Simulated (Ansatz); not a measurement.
# Ti (Titanium): how the settings move a relaxation

Question: which choices in the input matter for Ti (Titanium)?

Method: reference: DFT, r2SCAN, PAW with Ansatz's default frozen-core files, scalar-relativistic; relaxation of cell and atoms, in Ansatz 0.2.0.

## (1) The structure to begin with

The structure is hexagonal, space group P6_3/mmc (No. 194). Conventional cell: a = 2.950 Å, b = 2.950 Å, c = 4.680 Å, α = 90.00°, β = 90.00°, γ = 120.00°. Ti (site symmetry -6m2) is surrounded by 12 Ti at 2.89 to 2.95 Å.

Coordinates:

```cif
data_structure
_symmetry_space_group_name_H-M 'P 1'
_symmetry_Int_Tables_number 1
_cell_length_a 2.9500
_cell_length_b 2.9500
_cell_length_c 4.6800
_cell_angle_alpha 90.000
_cell_angle_beta 90.000
_cell_angle_gamma 120.000
_cell_volume 35.27
loop_
_atom_site_label
_atom_site_type_symbol
_atom_site_fract_x
_atom_site_fract_y
_atom_site_fract_z
_atom_site_occupancy
Ti1 Ti 0.33333 0.66667 0.25000 1
Ti2 Ti 0.66667 0.33333 0.75000 1
```

## (2) Baseline

Input file input.yaml:

```yaml
crystal:
  lattice:
    - [2.95000000002, 0.0, 0.0]
    - [-1.47500000001, 2.55477494118, 0.0]
    - [0.0, 0.0, 4.68]
  atoms:
    - { symbol: Ti, position: [0.333333333333, 0.666666666667, 0.25] }
    - { symbol: Ti, position: [0.666666666667, 0.333333333333, 0.75] }
kpoints:
  mp_grid: { grid: [12, 12, 8] }
scf:
  occupations: { method: fermi_dirac, width: 0.1 }
hamiltonian:
  xc: r2scan
  pseudopotentials: { kind: paw }
relax:
  f_tol: 0.002
  max_steps: 80
  cell: {}
output:
  forces: true
  stress: true
```

The run is started by

```bash
$ ansatz run input.yaml --threads 1 --pin off --max-ram 3072MiB --backend cpu --events-out ev --progress --plain --runs-dir out
```

## (3) Changing settings: occupations.method cold, occupations.width 0.001, hubbard.sites [{species: Ti, l: d, u_eff: 2.0}], hubbard.double_counting amf

Changes to input.yaml since step 2:

```diff
@@ -11,3 +11,3 @@
 scf:
-  occupations: { method: fermi_dirac, width: 0.1 }
+  occupations: { method: cold, width: 0.001 }
 hamiltonian:
@@ -15,2 +15,3 @@
   pseudopotentials: { kind: paw }
+  hubbard: { sites: [{ species: Ti, l: d, u_eff: 2.0 }], double_counting: amf }
 relax:
```

Q: Predict the outcome of this session. Wanted: for each run, ending; energy change; pressure; gap; force.

**Answer**, as computed:

| run | ending | energy change | pressure (GPa) | gap (eV) | force (eV/Å) | cycles | time |
| --- | --- | --- | --- | --- | --- | --- | --- |
| reference | converged | 0 | 0.0 | 0.00 | 0.00 | 30 | 25 s |
| 1: occupations.method cold, occupations.width 0.001, hubbard.sites [{species: Ti, l: d, u_eff: 2.0}], hubbard.double_counting amf | converged | -12.5 meV/atom (σ→0) (U changed: no physical gain or loss) | 0.0 | 0.00 | 0.00 | 32 | 33 s |

What this shows: Changing the smearing and Hubbard U moves the energy by -12.5 meV/atom (σ→0 values). The U term adds an energy of its own, so the shift says nothing about which run is better. Cost: 32 SCF cycles against 30. A changed U is a change of model: its shifts are not errors of convergence.
